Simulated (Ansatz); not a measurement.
# Co2Si6Ni: the cost of one run

Program: Ansatz 0.2.0. Level of theory: DFT PBE, scalar-relativistic, plane waves, PAW. These are calculated values, not measurements.

### 1 The system as given

Symmetry: P-3m1, No. 164, trigonal system. Conventional cell: a = 3.794 Å, b = 3.794 Å, c = 9.343 Å, α = 90.00°, β = 90.00°, γ = 120.00°. Around Co (site symmetry 3m) lie 8 Si at 2.29 to 2.33 Å. Around Si (site symmetry 3m) lie 3 Co at 2.31 Å and 1 Ni at 2.38 Å. Si (site symmetry 3m) is surrounded by 1 Co at 2.29 Å and 3 Ni at 2.34 Å. Si (site symmetry 3m) has 4 Co at 2.33 Å and 6 Si at 2.67 Å as nearest neighbours. Ni (site symmetry -3m) is surrounded by 8 Si at 2.34 to 2.38 Å.

Coordinates:

```cif
data_structure
_symmetry_space_group_name_H-M 'P-3m1'
_symmetry_Int_Tables_number 164
_cell_length_a 3.7937
_cell_length_b 3.7937
_cell_length_c 9.3427
_cell_angle_alpha 90.000
_cell_angle_beta 90.000
_cell_angle_gamma 120.000
_cell_volume 116.45
loop_
_atom_site_label
_atom_site_type_symbol
_atom_site_symmetry_multiplicity
_atom_site_Wyckoff_symbol
_atom_site_fract_x
_atom_site_fract_y
_atom_site_fract_z
_atom_site_occupancy
Co1 Co 2 d 0.66667 0.33333 0.83232 1
Si1 Si 2 c 0.00000 0.00000 0.75502 1
Si2 Si 2 d 0.33333 0.66667 0.41231 1
Si3 Si 2 d 0.66667 0.33333 0.08125 1
Ni1 Ni 1 b 0.00000 0.00000 0.50000 1
```

The start is the relaxed end of an invented cell (made as: elements ordered on the sites of the Si2Ni type, Co/Ni on Ni (P-3m1, No. 164)), taken up again for a closer look.

### 2 Probe: one point on a coarse mesh

File input.yaml:

```yaml
crystal:
  lattice:
    - [3.7937388, 0.0, 0.0]
    - [-1.8968694, 3.2854741, 0.0]
    - [0.0, 0.0, 9.3427091]
  atoms:
    - { symbol: Co, position: [0.6666667, 0.3333333, 0.832316] }
    - { symbol: Co, position: [0.3333333, 0.6666667, 0.167684] }
    - { symbol: Si, position: [0.0, 0.0, 0.755024] }
    - { symbol: Si, position: [0.3333333, 0.6666667, 0.412311] }
    - { symbol: Si, position: [0.6666667, 0.3333333, 0.081254] }
    - { symbol: Si, position: [0.6666667, 0.3333333, 0.587689] }
    - { symbol: Si, position: [0.0, 0.0, 0.244976] }
    - { symbol: Si, position: [0.3333333, 0.6666667, 0.918746] }
    - { symbol: Ni, position: [0.0, 0.0, 0.5] }
basis:
  ecutwfc: 420
kpoints:
  mp_grid: { grid: [6, 6, 2] }
hamiltonian:
  xc: pbe
scf:
  occupations: { method: gaussian, width: 0.1 }
  lower_state_search: "off"
output:
  forces: true
  stress: true
  eigenvalues: true
```

On the command line:

```sh
ansatz run input.yaml --threads 4 --pin off --max-ram 8192MiB --backend cpu --events-out ev --progress --plain --runs-dir out
```

**Question.** How long does this run take on 4 threads of Arm Neoverse N1, shared host, and how much memory does it need?

About 2.7 s, with a peak of 0.5 GiB.
